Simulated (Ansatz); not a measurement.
# Al2Cu3: the cost of one run

Program: Ansatz 0.2.0. Level of theory: DFT PBE, scalar-relativistic, plane waves, PAW. These are calculated values, not measurements.

**1. Starting point**

Symmetry: P-3m1, No. 164, trigonal system. The conventional cell has a = 2.690 Å, b = 2.690 Å, c = 22.211 Å, α = 90.00°, β = 90.00°, γ = 120.00°. Al (site symmetry 3m) has 12 Al at 2.69 to 2.71 Å as nearest neighbours. Al (site symmetry 3m) has 9 Al at 2.69 to 2.71 Å and 3 Cu at 2.71 Å as nearest neighbours. Cu (site symmetry 3m) has 9 Cu at 2.69 to 2.71 Å and 3 Al at 2.71 Å as nearest neighbours. Around Cu (site symmetry 3m) lie 12 Cu at 2.69 to 2.71 Å.

As a file:

```xyz
10
Lattice="2.6895 0.0000 0.0000 -1.3448 2.3292 0.0000 0.0000 0.0000 22.2109" Properties=species:S:1:pos:R:3 pbc="T T T"
Al    0.0000    1.5528    1.1105
Al    0.0000    1.5528   18.8793
Al    1.3448    0.7764    3.3316
Al    1.3448    0.7764   21.1004
Cu    0.0000    1.5528    5.5527
Cu    0.0000    1.5528    9.9949
Cu    0.0000    1.5528   14.4371
Cu    1.3448    0.7764    7.7738
Cu    1.3448    0.7764   12.2160
Cu    1.3448    0.7764   16.6582
```

The start is an ordering of an alloy on its end members' structure types: elements ordered on the sites of the In type, Cu/Al on In (P-3m1, No. 164).

**2. The guess as it stands, on a coarse mesh**

input.yaml

```yaml
crystal:
  lattice:
    - [2.68950215, 0.0, 0.0]
    - [-1.34475108, 2.32917719, 0.0]
    - [0.0, 0.0, 22.2109416]
  atoms:
    - { symbol: Al, position: [0.33333333, 0.66666667, 0.05] }
    - { symbol: Al, position: [0.33333333, 0.66666667, 0.85] }
    - { symbol: Al, position: [0.66666667, 0.33333333, 0.15] }
    - { symbol: Al, position: [0.66666667, 0.33333333, 0.95] }
    - { symbol: Cu, position: [0.33333333, 0.66666667, 0.25] }
    - { symbol: Cu, position: [0.33333333, 0.66666667, 0.45] }
    - { symbol: Cu, position: [0.33333333, 0.66666667, 0.65] }
    - { symbol: Cu, position: [0.66666667, 0.33333333, 0.35] }
    - { symbol: Cu, position: [0.66666667, 0.33333333, 0.55] }
    - { symbol: Cu, position: [0.66666667, 0.33333333, 0.75] }
basis:
  ecutwfc: 420
kpoints:
  mp_grid: { grid: [6, 6, 1] }
hamiltonian:
  xc: pbe
scf:
  occupations: { method: gaussian, width: 0.1 }
  lower_state_search: "off"
output:
  forces: true
  stress: true
  eigenvalues: true
```

Started as:

```console
$ ansatz run input.yaml --threads 1 --pin off --max-ram 2560MiB --backend cpu --events-out ev --progress --plain --runs-dir out
```

What time and memory should one allow on 1 thread of Intel Xeon at 2.50GHz (Skylake/Cascade Lake), shared host?

About 11 s, with a peak of 0.43 GiB.
